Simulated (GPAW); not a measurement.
AgAu3:

```
Au Ag
1.0
     4.12163    0.00000    0.00000
     0.00000    4.12163    0.00000
     0.00000    0.00000    4.12163
Au Ag
3 1
Direct
  0.00000 0.00000 0.50000
  0.00000 0.50000 0.00000
  0.50000 0.00000 0.00000
  0.50000 0.50000 0.50000
```

The cell comes from a database or a generator and needn't be the stable form of this composition.

* Program: GPAW 26.7.0
* Task: relaxation of cell and atoms
* Functional: PBEsol
* Dispersion: D3(BJ)
* Potentials or basis: PAW data sets generated in the run's folder for this functional
* Cutoff: 600 eV
* Basis: pw
* k mesh: 7 × 7 × 7
* Occupations: fermi-dirac, width 0.05 eV
* Spin: no spin polarisation

At the start: pressure -9.2 GPa; volume 17.50 Å³/atom.

**Question.** How do energy, volume and symmetry change on relaxing?

**Answer.** Over 4 steps the energy falls by 32.2 meV/atom and the volume is 16.48 Å³/atom (-5.8 %); space group Pm-3m (No. 221, to 0.05 Å).

Step by step:
```csv
step,energy change (eV),largest force (eV/Å),pressure (GPa),volume (Å³)
1,0.0000,0.0000,-9.23,70.02
2,-0.0401,0.0000,-7.86,69.27
3,-0.1265,0.0000,1.42,65.38
4,-0.1286,0.0000,-0.15,65.93
```

Final structure:
```xyz
4
Lattice="4.0398 0.0000 0.0000 0.0000 4.0398 0.0000 0.0000 0.0000 4.0398" Properties=species:S:1:pos:R:3 pbc="T T T"
Au    0.0000    0.0000    2.0199
Au    0.0000    2.0199    0.0000
Au    2.0199    0.0000    0.0000
Ag    2.0199    2.0199    2.0199
```

Caveat: with this Au data set, volumes or pressures lay over 1.5 % or 2 GPa off other programs in two to four cells of ten; later steps reuse the first step's grids; pairwise dispersion overbinds metals, which lowers pressure and volume.
